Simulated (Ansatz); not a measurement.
# GeSiH6O (SMILES [OH][GeH2][SiH3]) at PBE0/cc-pVDZ

Aim: the energy change on altering one bond length of GeSiH6O at PBE0/cc-pVDZ, from 2 runs. 

The results are computed with Ansatz 0.2.0.

63 further runs of the same task are left out: 63 set aside as unsound or not needed. Runs told in other sessions of the task aren't counted.

## Step 1: The structure to begin with

GeSiH6O: 9 atoms, total charge 0, spin state singlet. SMILES: `[OH][GeH2][SiH3]`. The shape is that of a PBE0-D4/def2-TZVP optimisation. This is one conformer, not always the lowest.

Bond lengths: O1–Ge2 1.791 Å, Ge2–Si3 2.389 Å, O1–H4 0.960 Å, Ge2–H5 1.546 Å, Ge2–H6 1.536 Å, Si3–H7 1.488 Å, Si3–H8 1.488 Å, Si3–H9 1.486 Å. Some angles: O1–Ge2–Si3 109.9°, O1–Ge2–H5 109.2°, O1–Ge2–H6 103.6°, Si3–Ge2–H5 111.3°, Si3–Ge2–H6 113.0°, Ge2–O1–H4 112.4°, Ge2–Si3–H7 110.2°, Ge2–Si3–H8 109.3°, Ge2–Si3–H9 110.4°, H5–Ge2–H6 109.6°.

## Step 2: The energy at PBE0/cc-pVDZ

input.yaml

```yaml
crystal:
  periodic: [false, false, false]
  atoms:
    - {symbol: O, position_ang: [-1.665400, 1.003200, -0.854800]}
    - {symbol: Ge, position_ang: [0.086300, 0.899600, -0.495500]}
    - {symbol: Si, position_ang: [0.525800, -1.010700, 0.870400]}
    - {symbol: H, position_ang: [-1.973400, 0.267900, -1.389000]}
    - {symbol: H, position_ang: [0.873700, 0.832100, -1.824400]}
    - {symbol: H, position_ang: [0.388100, 2.226700, 0.215900]}
    - {symbol: H, position_ang: [1.986000, -1.132800, 1.128400]}
    - {symbol: H, position_ang: [0.060100, -2.236200, 0.166300]}
    - {symbol: H, position_ang: [-0.192800, -0.896100, 2.165800]}
basis:
  gaussian: {orbitals: cc-pVDZ}
hamiltonian: {xc: pbe0}
accuracy: high
output: {orbitals: {seedname: orbitals}}
```

The run is started by

```sh
$ ansatz run input.yaml --threads 1 --pin off --max-ram 3480MiB --events-out events.jsonl --progress --plain --runs-dir runs
```

The log of the run:

```text
Warning: RAYON_NUM_THREADS=1 ignored (pool sized by the plan → 1); use --threads N
Functional definition: PBE0
  name "PBE0"
  parameter a = 0.25
  parameter kappa = 0.804
  parameter beta = 0.06672455060314922
  exchange = (1 - a)*pbe_x(kappa = kappa, mu = beta*pi^2/3) + a*exact_x
  correlation = pbe_c(beta = beta)
2066 factors; integrals over basis functions are off by at most 4.7e-9 eV
mean field evaluation 1: about -66523.3304 eV, gradient 4.6e1 eV
mean field evaluation 2: about -66512.8612 eV, gradient 8.6e1 eV
mean field evaluation 4: about -66527.0972 eV, gradient 1.4e0 eV
mean field evaluation 8: about -66527.2274 eV, gradient 6.1e-2 eV
mean field evaluation 16: about -66527.2274 eV, gradient 3.5e-6 eV
mean field -66527.22744148 eV, -2444.8305146999 hartree, gradient 4.2e-8 eV, S^2 0.000000; 0 other end points of the search recorded, 0 dependent functions left out
reference -66527.22744426 eV, -2444.8305148022 hartree; 30, 30 occupied and 59, 59 virtual orbitals, 2066 factors
Total energy: -66527.22744426 eV, -2444.8305148022 hartree
```

Wall time 11 s (1 thread of Arm Neoverse V1, shared host); peak memory 0.34 GiB.

## Step 3: The distorted shape, same level

run.yaml

```yaml
crystal:
  periodic: [false, false, false]
  atoms:
    - {symbol: O, position_ang: [-1.295799, 1.885562, -0.213759]}
    - {symbol: Ge, position_ang: [0.455901, 1.781962, 0.145541]}
    - {symbol: Si, position_ang: [0.895401, -0.128338, 1.511441]}
    - {symbol: H, position_ang: [-1.973400, 0.267900, -1.389000]}
    - {symbol: H, position_ang: [1.243301, 1.714462, -1.183359]}
    - {symbol: H, position_ang: [0.757701, 3.109062, 0.856941]}
    - {symbol: H, position_ang: [2.355601, -0.250438, 1.769441]}
    - {symbol: H, position_ang: [0.429701, -1.353838, 0.807341]}
    - {symbol: H, position_ang: [0.176801, -0.013738, 2.806841]}
basis:
  gaussian: {orbitals: cc-pVDZ}
hamiltonian: {xc: pbe0}
accuracy: high
output: {orbitals: {seedname: orbitals}}
```

The run is started by

```sh
$ ansatz run run.yaml --threads 1 --pin off --max-ram 3480MiB --events-out events.jsonl --progress --plain --runs-dir runs
```

The log of the run:

```text
Warning: RAYON_NUM_THREADS=1 ignored (pool sized by the plan → 1); use --threads N
Functional definition: PBE0
  name "PBE0"
  parameter a = 0.25
  parameter kappa = 0.804
  parameter beta = 0.06672455060314922
  exchange = (1 - a)*pbe_x(kappa = kappa, mu = beta*pi^2/3) + a*exact_x
  correlation = pbe_c(beta = beta)
2061 factors; integrals over basis functions are off by at most 4.7e-9 eV
mean field evaluation 1: about -66512.0951 eV, gradient 5.9e1 eV
mean field evaluation 2: about -66423.6983 eV, gradient 1.7e2 eV
mean field evaluation 4: about -66520.6896 eV, gradient 1.3e1 eV
mean field evaluation 8: about -66521.6902 eV, gradient 2.6e-1 eV
mean field evaluation 16: about -66521.7872 eV, gradient 3.9e-3 eV
mean field -66521.78715427 eV, -2444.6305878327 hartree, gradient 5.2e-8 eV, S^2 0.000000; 0 other end points of the search recorded, 0 dependent functions left out
reference -66521.78715709 eV, -2444.6305879364 hartree; 30, 30 occupied and 59, 59 virtual orbitals, 2061 factors
Total energy: -66521.78715709 eV, -2444.6305879364 hartree
```

It took 12 s on 1 thread of Arm Neoverse V1, shared host; peak memory 0.34 GiB.

## Step 4: What came out

At PBE0/cc-pVDZ:

| quantity | value |
| --- | --- |
| first shape: total energy | -2444.83051 Eh |
| first shape: HOMO energy | -7.61 eV |
| first shape: LUMO energy | -0.10 eV |
| first shape: HOMO–LUMO gap | 7.51 eV |
| distorted shape: total energy | -2444.63059 Eh |
| distorted shape: HOMO energy | -7.49 eV |
| distorted shape: LUMO energy | -4.81 eV |
| distorted shape: HOMO–LUMO gap | 2.68 eV |
| energy change with the O1–H4 bond stretched from 0.960 to 2.111 Å | 5.440 eV |

In words: One bond (distorted shape) is far stretched, which a spin-restricted single reference describes badly; a broken-symmetry solution may lie lower. With the O1–H4 bond stretched from 0.960 to 2.111 Å the energy rises by 5.44 eV (125 kcal/mol). The first shape isn't relaxed at this level, so the change isn't measured from a minimum. A restricted reference can't describe the breaking bond well at this length.
